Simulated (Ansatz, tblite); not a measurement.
# The cluster Pb5Se10: one state, many levels

Aim: run the singlet of the cluster Pb5Se10 at one geometry on many levels, and compare frontier levels, spin and run time.

Computed with Ansatz 0.2.0, Gaussian basis. Level: as each input shows.

Plan: GFN1-xTB, GFN2-xTB, PBE-D4/def2-SVP, r2SCAN-D4/def2-SVP, B97M-V/def2-SVP, PBE0-D4/def2-TZVP, PBE-D4/def2-TZVP, MP2/def2-SVP, RPA/def2-SVP.

2 further runs of the same task are left out: 2 set aside as unsound or not needed.

**1. The relaxed structure**

The singlet was relaxed beforehand with PBE-D4/def2-SVP. At that level it is the lowest of the isomers that a small search found.

15 atoms, charge 0, spin multiplicity 1.

Bond lengths: Pb1–Se8 2.827 Å, Pb1–Se9 3.051 Å, Pb1–Se12 2.889 Å, Pb2–Se6 2.913 Å, Pb2–Se8 2.886 Å, Pb2–Se14 2.802 Å, Pb3–Se6 2.931 Å, Pb3–Se7 2.947 Å, Pb3–Se10 2.882 Å, Pb4–Se7 2.877 Å, Pb4–Se13 2.820 Å, Pb4–Se14 2.767 Å, Pb5–Se8 2.830 Å, Pb5–Se9 2.934 Å, Pb5–Se12 2.872 Å, Se6–Se11 2.376 Å, Se7–Se13 2.412 Å, Se9–Se12 2.430 Å and more. Angles: Se8–Pb1–Se9 88.1°, Se8–Pb1–Se12 92.8°, Se9–Pb1–Se12 48.2°, Se6–Pb2–Se8 95.3°, Se6–Pb2–Se14 99.1°, Se8–Pb2–Se14 89.9°, Se6–Pb3–Se7 80.3°, Se6–Pb3–Se10 78.7°, Se7–Pb3–Se10 92.3°, Se7–Pb4–Se13 50.1°, Se7–Pb4–Se14 93.0°, Se13–Pb4–Se14 93.4°, Se8–Pb5–Se9 90.4°, Se8–Pb5–Se12 93.1°, Se9–Pb5–Se12 49.5°, Pb2–Se6–Pb3 88.1°, Pb2–Se6–Se11 111.5°, Pb3–Se6–Se11 98.0° and more.

Pb takes a core potential in the def2 sets. No spin-orbit coupling is included.

PBE0-D4/def2-SVP was run before; its log isn't repeated, and its numbers join the tables.

**2. GFN1-xTB**

Tight binding, by tblite at 300 K electronic temperature and without a spin-polarisation term:

```python
tblite.interface.Calculator('GFN1-xTB', numbers, positions, charge=0, uhf=0).singlepoint()
```

Energy -1144.9643 eV, HOMO -7.78 eV, LUMO -5.96 eV; 0.058 s.

**3. GFN2-xTB**

Tight binding, by tblite at 300 K electronic temperature and without a spin-polarisation term:

```python
tblite.interface.Calculator('GFN2-xTB', numbers, positions, charge=0, uhf=0).singlepoint()
```

Energy -1196.4212 eV, HOMO -10.19 eV, LUMO -8.66 eV; 0.069 s.

**4. PBE-D4/def2-SVP**

start.molden holds the orbitals of an earlier run on this state, given as this run's starting guess.

File in.yaml:

```yaml
crystal:
  periodic: [false, false, false]
  atoms:
    - {symbol: Pb, position_ang: [-1.247283, -2.386401, 1.704477]}
    - {symbol: Pb, position_ang: [-0.527235, 2.331522, 1.305724]}
    - {symbol: Pb, position_ang: [0.982006, -0.365579, -1.329279]}
    - {symbol: Pb, position_ang: [0.294346, 3.719658, -2.478549]}
    - {symbol: Pb, position_ang: [-3.666303, -0.092052, -0.179453]}
    - {symbol: Se, position_ang: [1.895529, 0.716434, 1.236377]}
    - {symbol: Se, position_ang: [2.546161, 1.938478, -2.293530]}
    - {symbol: Se, position_ang: [-2.238136, 0.206023, 2.245081]}
    - {symbol: Se, position_ang: [-3.875452, -2.983337, 0.274274]}
    - {symbol: Se, position_ang: [3.355523, -1.933454, -0.868726]}
    - {symbol: Se, position_ang: [1.659921, -1.261315, 2.532384]}
    - {symbol: Se, position_ang: [-1.997172, -2.248491, -1.081729]}
    - {symbol: Se, position_ang: [2.228482, 3.452756, -0.443296]}
    - {symbol: Se, position_ang: [-1.427734, 1.894352, -1.311845]}
    - {symbol: Se, position_ang: [2.017318, -2.988615, 0.688101]}
basis:
  gaussian: {orbitals: def2-SVP, fitting: {mean_field: def2-universal-jkfit}, initial_orbitals: start.molden}
hamiltonian: {xc: pbe, dispersion: d4}
scf: {omitted_lower_state_checks: [starts]}
output: {forces: true, orbitals: {seedname: orbitals}}
```

The run is started by

```console
$ ansatz run in.yaml --threads 2 --pin off --events-out ev --progress --plain --max-ram 22528MiB --backend cuda --devices 0, --max-vram 18GiB
```

The runs that follow: r2SCAN-D4/def2-SVP; B97M-V/def2-SVP; PBE0-D4/def2-TZVP; PBE-D4/def2-TZVP; MP2/def2-SVP; RPA/def2-SVP.

Q: Predict the results of all the runs planned. Wanted: gap in def2-SVP, named functionals, smallest and largest; correlation energy, MP2/def2-SVP; binding an atom, functionals in def2-SVP; PBE0 total energy, smallest basis above largest.

As calculated:

| quantity | value |
| --- | --- |
| gap in def2-SVP, named functionals, smallest and largest | 1.59 eV (PBE-D4), 3.15 eV (PBE0-D4) |
| correlation energy, MP2/def2-SVP | -78.37 eV |
| binding an atom, functionals in def2-SVP | 2.79 (B97M-V) to 3.05 eV (PBE-D4) |
| PBE0 total energy, smallest basis above largest | 80.82 eV (def2-SVP, def2-TZVP) |

In words: Over the named functionals in def2-SVP the gap runs from 1.59 eV (PBE-D4) to 3.15 eV (PBE0-D4); exact exchange widens it.
